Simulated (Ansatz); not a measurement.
Ta4TeI:

```
Ta Te I
1.0
     0.00000    4.03720    4.03720
     4.03720    0.00000    4.03720
     4.03720    4.03720    0.00000
Ta Te I
4 1 1
Direct
  0.62460 0.62460 0.12619
  0.62460 0.12619 0.62460
  0.62460 0.62460 0.62460
  0.12619 0.62460 0.62460
  0.00000 0.00000 0.00000
  0.25000 0.25000 0.25000
```

The cell was built by a generator and needn't be a form met in nature.

The cell isn't the ideal one: as made, not relaxed: species swapped into the CeSmFe4 type (F-43m, No. 216).

| Property | Result |
| --- | --- |
| Program | Ansatz 0.2.0 |
| Task | relaxation of cell and atoms |
| Functional | PBE |
| Dispersion | D3(BJ) |
| Potentials or basis | Ansatz PAW |
| Cutoff | 420 eV |
| Density cutoff | 1680 eV |
| k mesh | 4 × 4 × 4 |
| Occupations | gaussian, width 0.01 eV |
| Spin | spin-orbit coupling, no magnetisation |

At the start: volume 21.93 Å³/atom.

Q: Where does the relaxation end?

A: Over 5 steps the energy falls by 22.8 meV/atom and the volume is 20.72 Å³/atom (-5.5 %); space group F-43m (No. 216, to 0.05 Å).

Step by step:
```csv
step,energy change (eV),largest force (eV/Å),volume (Å³)
1,0.0000,0.0402,131.60
2,-0.1338,0.0323,125.52
3,-0.1383,0.0043,124.08
4,-0.1384,0.0003,124.34
5,-0.1368,0.0003,124.34
```

Final structure:
```yaml
crystal:
  lattice:
    - [0.00000, 3.96145, 3.96145]
    - [3.96145, 0.00000, 3.96145]
    - [3.96145, 3.96145, 0.00000]
  atoms:
    - { symbol: Ta, position: [0.62497, 0.62497, 0.12510] }
    - { symbol: Ta, position: [0.62497, 0.12510, 0.62497] }
    - { symbol: Ta, position: [0.62497, 0.62497, 0.62497] }
    - { symbol: Ta, position: [0.12510, 0.62497, 0.62497] }
    - { symbol: Te, position: [0.00000, 0.00000, 0.00000] }
    - { symbol: I, position: [0.25000, 0.25000, 0.25000] }
```

Caveat: pairwise dispersion overbinds metals, which lowers pressure and volume.
